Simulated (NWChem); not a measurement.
# CH3AlClFSe (SMILES C[Se][Al]([F])[Cl]) at 6 levels

We compute a comparison of 6 runs (HF/STO-3G, HF/3-21G, B3LYP/6-31G*, CCSD/STO-3G, CCSD/3-21G) of CH3AlClFSe. 

The calculation is run with NWChem 7.3.0.

**1. The structure to begin with**

The species is CH3AlClFSe (8 atoms), meant as a singlet with charge 0. As SMILES, `C[Se][Al]([F])[Cl]`. Geometry: relaxed at PBE0-D4/def2-TZVP. This is one conformer, not always the lowest.

Bond lengths: C1–Se2 1.967 Å, Se2–Al3 2.281 Å, Al3–F4 1.640 Å, Al3–Cl5 2.084 Å, C1–H6 1.086 Å, C1–H7 1.086 Å, C1–H8 1.088 Å. Angles: C1–Se2–Al3 98.2°, Se2–Al3–F4 119.5°, Se2–Al3–Cl5 121.8°, F4–Al3–Cl5 118.6°, Se2–C1–H6 110.4°, Se2–C1–H7 110.4°, Se2–C1–H8 105.5°, H6–C1–H7 110.6°, H6–C1–H8 109.9°, H7–C1–H8 109.9°.

**2. Energy and gradient at HF/STO-3G (run 1)**

Contents of ch3alclfse.xyz:

```xyz
8

C     -0.793300    -0.353900     1.147100
Se     0.838800    -1.155500     0.397800
Al     1.115800     0.259300    -1.370100
F      2.383700     0.043900    -2.387200
Cl    -0.202200     1.830900    -1.736300
H     -1.608400    -0.416000     0.431600
H     -0.612700     0.679000     1.431400
H     -1.029500    -0.944800     2.029800
```

Contents of run.py:

```python
from ase.io import read
from ase.calculators.nwchem import NWChem

atoms = read('ch3alclfse.xyz')

calc = NWChem(
    label='ch3alclfse',
    theory='scf',
    memory='2200 mb',
    basis='STO-3G',
    basispar='spherical bse',
    scf={'nopen': '0', 'rhf': None, 'thresh': '1e-08', 'maxiter': '80'},
)
atoms.calc = calc

forces = atoms.get_forces()
e = atoms.get_potential_energy()
print(f"E = {e:.6f} eV")
print("forces (eV/A):")
for s, f in zip(atoms.symbols, forces):
    print(f"{s:2s} {f[0]:10.5f} {f[1]:10.5f} {f[2]:10.5f}")
print("dipole (e A):", atoms.get_dipole_moment().round(4))
```

Started as:

```
$ export ASE_NWCHEM_COMMAND="nwchem PREFIX.nwi > PREFIX.nwo"
$ python run.py
```

Output:

```text
E = -87200.086380 eV
forces (eV/A):
C     0.96951   -0.75570   -0.13797
Se   -0.52121    1.07025   -0.62000
Al    1.12244   -0.72916   -0.33214
F    -1.32705    0.34026    0.94323
Cl    0.26344   -0.29835    0.05667
H    -0.06124    0.11282    0.17705
H    -0.20816   -0.05502    0.02484
H    -0.23767    0.31496   -0.11164
dipole (e A): [ 0.0366 -0.1152  0.0847]
```

The calculator wrote ch3alclfse.nwi:

```
title "ch3alclfse"

permanent_dir ch3alclfse

scratch_dir ch3alclfse

start ch3alclfse

geometry units angstrom nocenter noautosym noautoz
  C  -7.9330000000000001e-01 -3.5389999999999999e-01 1.1471000000000000e+00
  Se 8.3879999999999999e-01 -1.1555000000000000e+00 3.9779999999999999e-01
  Al 1.1157999999999999e+00 2.5929999999999997e-01 -1.3701000000000001e+00
  F  2.3837000000000002e+00 4.3900000000000002e-02 -2.3872000000000000e+00
  Cl -2.0219999999999999e-01 1.8309000000000000e+00 -1.7363000000000000e+00
  H  -1.6084000000000001e+00 -4.1599999999999998e-01 4.3159999999999998e-01
  H  -6.1270000000000002e-01 6.7900000000000005e-01 1.4314000000000000e+00
  H  -1.0295000000000001e+00 -9.4479999999999997e-01 2.0297999999999998e+00
end

memory 2200 mb

basis spherical bse noprint
   * library STO-3G
end

scf
  nopen 0
  rhf
  thresh 1e-08
  maxiter 80
end

task scf gradient
```

ch3alclfse.nwo:

```text
Northwest Computational Chemistry Package (NWChem) 7.3.0
             --------------------------------------------------------

           Job information
           ---------------

    nwchem branch   = 7.3.0
    use scalapack   = T
    input           = ch3alclfse.nwi
    prefix          = ch3alclfse.
    data base       = ch3alclfse/ch3alclfse.db
    status          = startup
    nproc           =        1

           Memory information
           ------------------

    heap     =     72089596 doubles =      550.0 Mbytes
    stack    =     72089601 doubles =      550.0 Mbytes
    global   =    144179200 doubles =     1100.0 Mbytes (distinct from heap & stack)
    total    =    288358397 doubles =     2200.0 Mbytes
    verify   = yes
    hardfail = no

[... 140 lines left out ...]
 Convergence threshold     :          1.000E-08
[... 12 lines left out ...]
       Final RHF  results
[... 3 lines left out ...]
      One-electron energy =  -5450.043118446865
[... 1 line left out ...]
 Nuclear repulsion energy =    484.508565984547
[... 57 lines left out ...]
                       ROHF Final Molecular Orbital Analysis
[... 220 lines left out ...]
                         RHF ENERGY GRADIENTS

    atom               coordinates                        gradient
                 x          y          z           x          y          z
   1 C      -1.499120  -0.668774   2.167705   -0.018854   0.014696   0.002683
   2 Se      1.585102  -2.183578   0.751733    0.010136  -0.020813   0.012057
   3 Al      2.108556   0.490006  -2.589114   -0.021828   0.014180   0.006459
[... 4 lines of this table left out ...]
   8 H      -1.945473  -1.785413   3.835766    0.004622  -0.006125   0.002171

                 ----------------------------------------
                 |  Time  |  1-e(secs)   |  2-e(secs)   |
                 ----------------------------------------
                 |  CPU   |       0.00   |       2.74   |
                 ----------------------------------------
                 |  WALL  |       0.00   |       2.74   |
                 ----------------------------------------

 Task  times  cpu:        7.4s     wall:        7.4s
 Total times  cpu:        7.5s     wall:        7.5s
```

It took 8.7 s on 1 thread of Intel Xeon Platinum 8559C (Emerald Rapids), shared host; peak memory 0.1 GiB.

**3. Energy and forces at HF/3-21G (run 2)**

Contents of run.py:

```python
from ase import Atoms
from ase.calculators.nwchem import NWChem

mol = Atoms(['C', 'Se', 'Al', 'F', 'Cl', 'H', 'H', 'H'], positions=[
    [-0.793300, -0.353900, 1.147100],
    [0.838800, -1.155500, 0.397800],
    [1.115800, 0.259300, -1.370100],
    [2.383700, 0.043900, -2.387200],
    [-0.202200, 1.830900, -1.736300],
    [-1.608400, -0.416000, 0.431600],
    [-0.612700, 0.679000, 1.431400],
    [-1.029500, -0.944800, 2.029800],
])

calc = NWChem(
    label='calc',
    theory='scf',
    memory='2200 mb',
    basis='3-21G',
    basispar='spherical bse',
    scf={'nopen': '0', 'rhf': None, 'thresh': '1e-08', 'maxiter': '80'},
)
mol.calc = calc

forces = mol.get_forces()
print("Total energy (eV):", round(mol.get_potential_energy(), 6))
print("forces (eV/A):")
for s, f in zip(mol.symbols, forces):
    print(f"{s:2s} {f[0]:10.5f} {f[1]:10.5f} {f[2]:10.5f}")
print("dipole (e A):", mol.get_dipole_moment().round(4))
```

Started as:

```
$ export ASE_NWCHEM_COMMAND="nwchem PREFIX.nwi > PREFIX.nwo"
$ python run.py
```

Output:

```text
Total energy (eV): -87752.872584
forces (eV/A):
C    -0.61053    0.17180    0.42269
Se    0.37476   -0.67929    0.35219
Al    1.06145   -0.89922   -0.09472
F     0.23613    0.01373   -0.24595
Cl   -1.10681    1.39565   -0.38762
H     0.20312    0.05173    0.29136
H    -0.14172   -0.32838   -0.05250
H    -0.01646    0.27398   -0.28550
dipole (e A): [-0.2504 -0.1267  0.3785]
```

The calculator wrote calc.nwi:

```
title "calc"

permanent_dir calc

scratch_dir calc

start calc

geometry units angstrom nocenter noautosym noautoz
  C  -7.9330000000000001e-01 -3.5389999999999999e-01 1.1471000000000000e+00
  Se 8.3879999999999999e-01 -1.1555000000000000e+00 3.9779999999999999e-01
  Al 1.1157999999999999e+00 2.5929999999999997e-01 -1.3701000000000001e+00
  F  2.3837000000000002e+00 4.3900000000000002e-02 -2.3872000000000000e+00
  Cl -2.0219999999999999e-01 1.8309000000000000e+00 -1.7363000000000000e+00
  H  -1.6084000000000001e+00 -4.1599999999999998e-01 4.3159999999999998e-01
  H  -6.1270000000000002e-01 6.7900000000000005e-01 1.4314000000000000e+00
  H  -1.0295000000000001e+00 -9.4479999999999997e-01 2.0297999999999998e+00
end

memory 2200 mb

basis spherical bse noprint
   * library 3-21G
end

scf
  nopen 0
  rhf
  thresh 1e-08
  maxiter 80
end

task scf gradient
```

calc.nwo:

```text
Northwest Computational Chemistry Package (NWChem) 7.3.0
             --------------------------------------------------------

           Job information
           ---------------

    nwchem branch   = 7.3.0
    use scalapack   = T
    input           = calc.nwi
    prefix          = calc.
    data base       = calc/calc.db
    status          = startup
    nproc           =        1

           Memory information
           ------------------

    heap     =     72089598 doubles =      550.0 Mbytes
    stack    =     72089595 doubles =      550.0 Mbytes
    global   =    144179200 doubles =     1100.0 Mbytes (distinct from heap & stack)
    total    =    288358393 doubles =     2200.0 Mbytes
    verify   = yes
    hardfail = no

[... 140 lines left out ...]
 Convergence threshold     :          1.000E-08
[... 13 lines left out ...]
       Final RHF  results
[... 3 lines left out ...]
      One-electron energy =  -5457.544782839346
[... 1 line left out ...]
 Nuclear repulsion energy =    484.508565984547
[... 59 lines left out ...]
                       ROHF Final Molecular Orbital Analysis
[... 252 lines left out ...]
                         RHF ENERGY GRADIENTS

    atom               coordinates                        gradient
                 x          y          z           x          y          z
   1 C      -1.499120  -0.668774   2.167705    0.011873  -0.003341  -0.008220
   2 Se      1.585102  -2.183578   0.751733   -0.007288   0.013210  -0.006849
   3 Al      2.108556   0.490006  -2.589114   -0.020642   0.017487   0.001842
[... 4 lines of this table left out ...]
   8 H      -1.945473  -1.785413   3.835766    0.000320  -0.005328   0.005552

                 ----------------------------------------
                 |  Time  |  1-e(secs)   |  2-e(secs)   |
                 ----------------------------------------
                 |  CPU   |       0.00   |       3.28   |
                 ----------------------------------------
                 |  WALL  |       0.00   |       3.28   |
                 ----------------------------------------

 Task  times  cpu:        8.6s     wall:        8.6s
 Total times  cpu:        8.6s     wall:        8.6s
```

Run time: 9.9 s. Hardware: 1 thread of Intel Xeon Platinum 8559C (Emerald Rapids), shared host; peak memory 0.1 GiB.

Runs 3 to 5 aren't shown in full; the table further down has their settings and results.

**4. A single-point energy at CCSD/3-21G (run 6)**

Contents of struct.xyz:

```xyz
8

C     -0.793300    -0.353900     1.147100
Se     0.838800    -1.155500     0.397800
Al     1.115800     0.259300    -1.370100
F      2.383700     0.043900    -2.387200
Cl    -0.202200     1.830900    -1.736300
H     -1.608400    -0.416000     0.431600
H     -0.612700     0.679000     1.431400
H     -1.029500    -0.944800     2.029800
```

Contents of struct.nw:

```
start struct
memory stack 880 mb heap 220 mb global 1100 mb
geometry noautosym nocenter noautoz
load struct.xyz
end
basis spherical bse
* library 3-21G
end
scf
thresh 1e-08
maxiter 80
end
ccsd
freeze core 21
maxiter 60
end
task ccsd
```

Started as:

```
$ nwchem struct.nw > struct.out
```

Output:

```text
[...]
  functions       =    72
[...]
  wavefunction    = RHF
[...]
         Total SCF energy =  -3224.858612687241
      One-electron energy =  -5457.544782838601
      Two-electron energy =   1748.177604166812
 Nuclear repulsion energy =    484.508565984548
        Time for solution =      5.1s
[...]
 Total MP2 energy:          -3225.190348366509170
[...]
             energy      energy      error      ampl     ampl      Block
                                                time     time      time
[...]
 Total CCSD energy:          -3225.218864553905405
[...]
```

It took 50 s on 1 thread of Intel Xeon Platinum 8559C (Emerald Rapids), shared host; peak memory 0.22 GiB.

**5. The series**

| run | level | iteration cap | module | energy (Eh) | dipole moment (D) | HOMO energy (eV) | LUMO energy (eV) | wall time |
| --- | --- | --- | --- | --- | --- | --- | --- | --- |
| 1 | HF/STO-3G | 80 | scf | -3204.544094 | 0.71 | -7.26 | 7.61 | 8.7 s |
| 2 | HF/3-21G | 80 | scf | -3224.858613 | 2.26 | -9.90 | 1.88 | 9.9 s |
| 3 | B3LYP/6-31G* (spherical functions) | 100 | dft | -3243.855411 | 2.26 | -6.94 | -1.20 | 53 s |
| 4 | B3LYP/6-31G* (Cartesian functions) | 100 | dft | -3243.869769 | 2.27 | -6.94 | -1.20 | 54 s |
| 5 | CCSD/STO-3G | 80 | ccsd | -3204.690599 | – | -7.26 | 7.61 | 20 s |
| 6 | CCSD/3-21G | 80 | ccsd | -3225.218865 | – | -9.90 | 1.88 | 50 s |

**6. What came out**

```
                                           quantity           value
                                run 6: total energy  -3225.21886 Eh
         run 6: HOMO energy (Hartree–Fock orbitals)        -9.90 eV
         run 6: LUMO energy (Hartree–Fock orbitals)         1.88 eV
       run 6: HOMO–LUMO gap (Hartree–Fock orbitals)        11.78 eV
run 6: correlation energy (21 core orbitals frozen)      -360.3 mEh
```

**Reading.** Over runs 1, 2, 3, 4 the dipole moment (its size) runs from 0.71 D (HF/STO-3G) to 2.27 D (B3LYP/6-31G*). The two ends differ in method and basis. Over runs 1, 2, 3, 4 the HOMO–LUMO gap runs from 5.74 eV (B3LYP/6-31G*) to 14.87 eV (HF/STO-3G). In runs 1, 5 the basis is minimal, so the values are rough. All runs together took 3.3 min, the longest 54 s.
